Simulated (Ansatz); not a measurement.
# WS2: the cost of one run

Method: DFT PBE, scalar-relativistic, plane waves, PAW, in Ansatz 0.2.0.

## 1. The starting structure

It takes space group P6_3/mmc (No. 194, hexagonal). Conventional cell: a = 3.184 Å, b = 3.184 Å, c = 12.978 Å, α = 90.00°, β = 90.00°, γ = 120.00°. Around W (site symmetry -6m2) lie 6 S at 2.41 Å. S (site symmetry 3m) has 3 W at 2.41 Å as nearest neighbours.

Structure file:

```
W S
1.0
     3.18422    0.00000    0.00000
    -1.59211    2.75762    0.00000
     0.00000    0.00000   12.97828
W S
2 4
Cartesian
  0.0000 1.8384 3.2446
  1.5921 0.9192 9.7337
  0.0000 1.8384 8.1738
  1.5921 0.9192 1.6846
  0.0000 1.8384 11.2936
  1.5921 0.9192 4.8045
```

The structure comes from the Materials Project (structure only).

(A quick probe on a coarse mesh, which set the mesh and smearing, is not shown.)

## 3. The relaxation

input.yaml reads:

```yaml
crystal:
  lattice:
    - [3.18422289, 0.0, 0.0]
    - [-1.59211145, 2.75761792, 0.0]
    - [0.0, 0.0, 12.97828236]
  atoms:
    - { symbol: W, position: [0.33333333, 0.66666667, 0.25] }
    - { symbol: W, position: [0.66666667, 0.33333333, 0.75] }
    - { symbol: S, position: [0.33333333, 0.66666667, 0.62980494] }
    - { symbol: S, position: [0.66666667, 0.33333333, 0.12980494] }
    - { symbol: S, position: [0.33333333, 0.66666667, 0.87019506] }
    - { symbol: S, position: [0.66666667, 0.33333333, 0.37019506] }
basis:
  ecutwfc: 420
kpoints:
  mp_grid: { grid: [12, 12, 2] }
hamiltonian:
  xc: pbe
scf:
  occupations: { method: gaussian, width: 0.02 }
output:
  forces: true
  stress: true
  eigenvalues: true
relax:
  adjacent_minimum: "off"
  f_tol: 0.005
  max_steps: 80
  cell: { stress_tol: 0.05 }
```

On the command line:

```console
ansatz run input.yaml --threads 4 --pin off --max-ram 8192MiB --backend cpu --events-out ev --progress --plain --runs-dir out
```

What time and memory should one allow on 4 threads of Intel Xeon Platinum 8259CL at 2.50GHz (Skylake/Cascade Lake), shared host?

About 28 s, with a peak of 0.6 GiB.
